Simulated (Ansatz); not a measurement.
CH2AlBrS, SMILES [Br][Al]1[CH2][S]1, a rigid scan of one bond length

Computed with the Python package of Ansatz (0.2.0).

Interactive session:
```pycon
>>> import ansatz as az
>>> import numpy as np
>>> geometry_ang = [
...     ("Br", (-1.798, -2.5966, 0.7495)),
...     ("Al", (-0.5254, -0.9092, -0.3451)),
...     ("C", (0.5889, 0.6053, 0.0575)),
...     ("S", (-0.3179, 1.2094, -1.3098)),
...     ("H", (0.4043, 1.1197, 1.0071)),
...     ("H", (1.6902, 0.5073, -0.2053)),
... ]
>>> molecule = az.Crystal.molecule()
>>> for symbol, xyz in geometry_ang:
...     molecule = molecule.atom(symbol, xyz)
...
>>> symbols = [site.symbol for site in molecule.cartesian_sites]
>>> start = np.array([site.position_ang for site in molecule.cartesian_sites])
>>> axis = (start[4] - start[2]) / np.linalg.norm(start[4] - start[2])
>>> moving = [4]
>>> lengths, energies = [0.93, 1.01, 1.1, 1.21, 1.37, 1.64, 1.97, 2.41], []
>>> for length in lengths:
...     xyz = start.copy()
...     xyz[moving] += (length - np.linalg.norm(start[4] - start[2])) * axis
...     point = az.Crystal.molecule()
...     for symbol, place in zip(symbols, xyz):
...         point = point.atom(symbol, place.tolist())
...     job = (
...         point.calculation()
...         .basis(gaussian="def2-SVP")
...         .functional("r2scan0")
...     )
...     report = job.run(threads=1).report
...     energies.append(report["free_energy_ev"])
...     print(f"r = {length:6.3f} A  E = {energies[-1]:.5f} eV  <S^2> = {abs(report['mean_field']['state']['spin_squared']):.3f}")
...
r =  0.930 A  E = -88530.81032 eV  <S^2> = 0.000
r =  1.010 A  E = -88531.32226 eV  <S^2> = 0.000
r =  1.100 A  E = -88531.47281 eV  <S^2> = 0.000
r =  1.210 A  E = -88531.29658 eV  <S^2> = 0.000
r =  1.370 A  E = -88530.70128 eV  <S^2> = 0.000
r =  1.640 A  E = -88529.48010 eV  <S^2> = 0.000
r =  1.970 A  E = -88528.18076 eV  <S^2> = 0.000
r =  2.410 A  E = -88526.94785 eV  <S^2> = 0.000
>>> print("energy above the lowest point (eV):", [round(e - min(energies), 3) for e in energies])
energy above the lowest point (eV): [0.662, 0.151, 0.0, 0.176, 0.772, 1.993, 3.292, 4.525]
```

What to keep in mind:
- Total energies depend on the basis set; only differences at equal settings carry meaning.
- The rest of the molecule is held rigid at a force-field or estimated start geometry, and the basis set is modest; single-reference methods fail as a bond breaks.
- The orbitals are restricted, so S² is zero by construction.
- Toward dissociation an unrestricted state can lie under the restricted one, by tenths of an eV for polar bonds under a functional and by 1 to 2 eV or more for others.
- The whole script took 60 s on 1 thread of Arm Neoverse V1, on a shared host, peak memory 0.28 GiB.
